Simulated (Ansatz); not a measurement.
# CdSe: a short molecular-dynamics run

Aim: set CdSe (a database structure, 4 atoms, not relaxed) in motion for 40 steps of 2 fs under a Nosé-Hoover thermostat at 100 K, and see how temperature, energy and positions respond.

All numbers below are computed with Ansatz 0.2.0 (DFT PBE, plane waves, PAW, scalar-relativistic, no spin polarisation).

### 1 Starting point

The cell holds 4 atoms (Cd2Se2): a = 4.287 Å, b = 4.287 Å, c = 6.997 Å, α = 90.00°, β = 90.00°, γ = 120.00°.

Coordinates:

```
CELL_PARAMETERS angstrom
4.28723 0.00000 0.00000
-2.14361 3.71285 0.00000
0.00000 0.00000 6.99681
ATOMIC_POSITIONS crystal
Cd 0.66667 0.33333 0.00000
Cd 0.33333 0.66667 0.50000
Se 0.66667 0.33333 0.37500
Se 0.33333 0.66667 0.87500
```

### 2 Molecular dynamics

File input.yaml:

```yaml
crystal:
  lattice:
    - [4.28722889, 0.0, 0.0]
    - [-2.14361444, 3.71284913, 0.0]
    - [0.0, 0.0, 6.9968056]
  atoms:
    - { symbol: Cd, position: [0.66666667, 0.33333333, 0.0] }
    - { symbol: Cd, position: [0.33333333, 0.66666667, 0.5] }
    - { symbol: Se, position: [0.66666667, 0.33333333, 0.375] }
    - { symbol: Se, position: [0.33333333, 0.66666667, 0.875] }
kpoints:
  mp_grid: { grid: [4, 4, 2] }
magnetization:
  spin_polarized: false
scf:
  occupations: { method: gaussian, width: 0.1 }
hamiltonian:
  pseudopotentials: { kind: paw }
  xc: pbe
basis:
  ecutwfc: 420
md:
  timestep: 2.0
  n_steps: 40
  ensemble: nvt_nose_hoover
  temperature: 100.0
  initial_velocities: maxwell_boltzmann
  seed: 131358
```

The run is started by

```
$ ansatz run input.yaml --threads 2 --pin off --max-ram 2560MiB --backend cpu --events-out ev --progress --plain --runs-dir out
```

Before running it: what results should come out? Wanted: temperature, first and last step; temperature, second half; potential energy, second half; largest change of the conserved energy; mean square displacement, second half.

The runs gave:

```
                              quantity                       value
                                length            40 steps of 2 fs
      temperature, first and last step                100 and 89 K
              temperature, second half  mean 45 K, from 22 to 89 K
         potential energy, second half  +6 meV/atom from the start
largest change of the conserved energy               0.01 meV/atom
 mean square displacement, second half       Se 0.004, Cd 0.002 Å²
```

**Reading.** Against a set 100 K the second half averages 45 K, going from 26 to 89 K over that half; 6 meV/atom has gone into potential energy, and a thermostat that acts over some 100 fs has not made it up in 80 fs. The conserved energy strays from its start by at most 0.01 meV/atom, 0.2 % of the mean kinetic energy, so a step of 2 fs is short enough over this time. The farthest move is 0.07 Å, and the typical spacing of atoms 2.6 Å: no atom has changed site so far. Averages from a run of 80 fs with 4 atoms are rough. The k-mesh is coarse for this cell.
